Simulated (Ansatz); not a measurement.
# ClGaH4OSi: the cost of one run

The runs use Ansatz 0.2.0, Gaussian basis; PBE0-D4, def2-SVP first, then def2-TZVP.

152 further runs of the same task are left out: 152 set aside as unsound or not needed.

## (1) The system as given

The guess: 8 atoms, charge 0, spin multiplicity 1.

Atoms are counted from 1 here; the program's logs count them from 0.

Bond lengths: Ga1–Si2 2.730 Å, Ga1–O3 2.168 Å, Ga1–Cl5 2.182 Å, Si2–O3 1.626 Å, Si2–H6 1.465 Å, Si2–H7 1.464 Å, Si2–H8 1.489 Å, O3–H4 1.256 Å. Angles: Si2–Ga1–O3 36.5°, Si2–Ga1–Cl5 117.9°, O3–Ga1–Cl5 99.2°, Ga1–Si2–O3 52.5°, Ga1–Si2–H6 85.5°, Ga1–Si2–H7 84.9°, Ga1–Si2–H8 159.2°, O3–Si2–H6 114.0°, O3–Si2–H7 111.4°, O3–Si2–H8 106.7°, H6–Si2–H7 112.4°, H6–Si2–H8 105.6°, H7–Si2–H8 106.1°, Ga1–O3–Si2 90.9°, Ga1–O3–H4 163.6°, Si2–O3–H4 80.5°.

Geometry (Å):

```xyz
8
charge 0, multiplicity 1
Ga   -1.0508    1.2641   -1.1391
Si    0.8566   -0.1549    0.2038
O    -0.6349    0.2336    0.7221
H    -0.3391   -0.6378    1.5775
Cl   -2.8844    0.2272   -1.7091
H     0.8702   -1.0285   -0.9722
H     1.6861    1.0378    0.0222
H     1.4963   -0.9415    1.2948
```

Distances that are to change: Si2–H4 1.88 Å, Ga1–Si2 2.73 Å, O3–H4 1.26 Å.

## (2) Constrained relaxation of the guess

hold/in.yaml reads:

```yaml
crystal:
  periodic: [false, false, false]
  atoms:
    - {symbol: Ga, position_ang: [-1.050800, 1.264100, -1.139100]}
    - {symbol: Si, position_ang: [0.856600, -0.154900, 0.203800]}
    - {symbol: O, position_ang: [-0.634900, 0.233600, 0.722100]}
    - {symbol: H, position_ang: [-0.339100, -0.637800, 1.577500]}
    - {symbol: Cl, position_ang: [-2.884400, 0.227200, -1.709100]}
    - {symbol: H, position_ang: [0.870200, -1.028500, -0.972200]}
    - {symbol: H, position_ang: [1.686100, 1.037800, 0.022200]}
    - {symbol: H, position_ang: [1.496300, -0.941500, 1.294800]}
basis:
  gaussian: {orbitals: def2-SVP}
hamiltonian: {xc: pbe0, dispersion: d4}
relax: {f_tol: 0.04, max_steps: 150, escape_saddle: false, constraints: [{distance: [1, 3]}, {distance: [0, 1]}, {distance: [2, 3]}]}
```

Launch:

```bash
$ ansatz run in.yaml --threads 4 --pin off --events-out ev --progress --plain --max-ram 9574MiB
```

**Question.** How long does this run take on 4 threads of Intel Xeon 6975P-C, shared host?

About 11 s.
